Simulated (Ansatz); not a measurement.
Tc₃Sn, space group Fm-3m, a convergence test of the k-point mesh

Computed with Ansatz 0.2.0 through its Python package.

Interactive session:
```pycon
>>> from dataclasses import dataclass
>>> import csv
>>> import ansatz as az
>>> @dataclass
... class Options:
...     functional: str = 'pbesol'
...     vdw: str = 'd3bjatm'
...     smearing: str = 'Fermi-Dirac'
...     width_ev: float = 0.05
...
>>> opts = Options()
>>> crystal = (
...     az.Lattice.of((0.0, 3.172194, 3.172194), (3.172194, 0.0, 3.172194), (3.172194, 3.172194, 0.0))
...     .atom('Tc', (0.25, 0.25, 0.25))
...     .atom('Tc', (0.75, 0.75, 0.75))
...     .atom('Tc', (0.5, 0.5, 0.5))
...     .atom('Sn', (0.0, 0.0, 0.0))
... )
>>> calc = (
...     crystal.calculation()
...     .functional(opts.functional, dispersion=opts.vdw)
...     .pseudopotentials('paw')
...     .occupations(opts.smearing, width=opts.width_ev)
... )
>>> rows = []
>>> for value in [(2, 2, 2), (3, 3, 3), (4, 4, 4), (5, 5, 5), (6, 6, 6), (8, 8, 8)]:
...     report = calc.kpoints(mesh=value).run().report
...     rows.append((value, report['free_energy_ev'] / len(report['lattice']['sites']), report['n_iterations'], report['n_kpoints']))
...
DeckWarning: basis.ecutwfc = 500 eV, auto-derived from the records' recommended cutoffs: set by Tc (normal level)
>>> with open('kconv.csv', 'w', newline='') as handle:
...     writer = csv.writer(handle)
...     writer.writerow(['mesh', 'F/atom (eV)', 'iterations', 'k-points'])
...     writer.writerows([round(v, 5) if isinstance(v, float) else v for v in row] for row in rows)
...
38
>>> for row in rows[:-1]:
...     shift = 1000 * (row[1] - rows[-1][1])
...     print(f'{row[0]}: {shift:+.2f} meV/atom' + ('  (within 5 meV)' if abs(shift) < 5 else ''))
...
(2, 2, 2): +161.20 meV/atom
(3, 3, 3): -67.56 meV/atom
(4, 4, 4): +37.74 meV/atom
(5, 5, 5): -0.97 meV/atom  (within 5 meV)
(6, 6, 6): +5.48 meV/atom
```

File `kconv.csv` afterwards:
```csv
mesh,F/atom (eV),iterations,k-points
"(2, 2, 2)",-5490.82886,8,3
"(3, 3, 3)",-5491.05763,8,4
"(4, 4, 4)",-5490.95232,8,8
"(5, 5, 5)",-5490.99103,9,10
"(6, 6, 6)",-5490.98459,8,16
"(8, 8, 8)",-5490.99006,8,29
```

Caveats:
- Dispersion corrections can be off by several per cent in the lattices of metals, and by several GPa in the pressure at a fixed cell.
- A row within the bound is followed by one outside it, so the series isn't shown to be converged.
- This cell is a computed structure, which may not be the phase found in nature.
- Warnings are shown shortened and without file and line.
- Shifts are counted from the finest mesh, which is itself no proven limit.
- It ran for 14 s on 1 thread of Arm Neoverse V1, with other jobs on the host, peak memory 0.42 GiB.
